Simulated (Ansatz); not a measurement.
**The pair Cl···CO, charge −1: a pair, distance and slip**

Aim: map the energy of the pair Cl···CO, charge −1 over two coordinates, and find its wells, ridges and stiffness.

The runs use Ansatz 0.2.0; RKS wB97X-V/def2-SVPD.

**1. Starting geometry**

3 atoms, charge -1, spin multiplicity 1.

Atoms are counted from 1 here; the program's logs count them from 0.

Bond lengths: C2–O3 1.158 Å.

Coordinates:

```
Cl    0.22504   -0.00831   -1.94951
C     0.43175   -0.01585    0.77795
O    -0.65679    0.02416    1.17157
```

**5. Plan of the scan**

- separation of C2 and Cl1 along their line in the relaxed pair: 11 values from 2.576 to 3.976 Å
- sideways slip of Cl1: 11 values from −1.5 to 1.5 Å

Nothing else is relaxed (both partners rigid). Energies count from the ion and the molecule far apart, frozen as in the relaxed pair, each in its own basis (no counterpoise correction). Points are written as (first, second).

(The set-up runs are not shown.)

**6. The run at (2.964 Å, −0.3 Å)**

Input file input.yaml:

```yaml
crystal:
  periodic: [false, false, false]
  atoms:
    - { symbol: Cl, position_ang: [-0.072335, 0.002617, -2.003294] }
    - { symbol: C, position_ang: [0.442471, -0.016241, 0.930972] }
    - { symbol: O, position_ang: [-0.661698, 0.02434, 1.196085] }
total_charge: -1
basis:
  gaussian: { orbitals: def2-SVPD }
hamiltonian:
  xc: { name: wB97X-V }
output:
  forces: true
```

Started as:

```bash
ansatz run input.yaml --threads 1 --pin off --max-ram 2560MiB --backend cpu --events-out ev --progress --plain --runs-dir out
```

Further runs follow: the other points that were computed.

Before running it: what results should come out? Wanted: lowest point; highest computed point; largest force on an atom.

As calculated:

| quantity | value |
| --- | --- |
| lowest point | (3.106 Å, 0.0 Å), −1422 cm⁻¹ |
| highest computed point | (2.576 Å, −1.2 Å), 2086 cm⁻¹ above the lowest |
| largest force on an atom (eV/Å) | 0.04 at (3.106 Å, 0.0 Å) to 1.17 at (2.576 Å, −1.5 Å); 0.04 at the lowest point |
| time for the whole task | 8.3 min on 1 thread, shared host |

In words: The lowest computed point is at (3.106 Å, 0.0 Å), −1422 cm⁻¹ from the ion and the molecule far apart, frozen as in the relaxed pair, each in its own basis (no counterpoise correction). No other kind of well shows on this grid. The highest computed point, (2.576 Å, −1.2 Å), lies 2086 cm⁻¹ above the lowest. Round the minimum the valley is somewhat tilted: raising the first coordinate shifts the best value of sideways slip of Cl1 downwards (coupling k₁₂/√(k₁₁k₂₂) about 0.4). No counterpoise correction was made, so wells between separate parts tend to come out somewhat too deep.
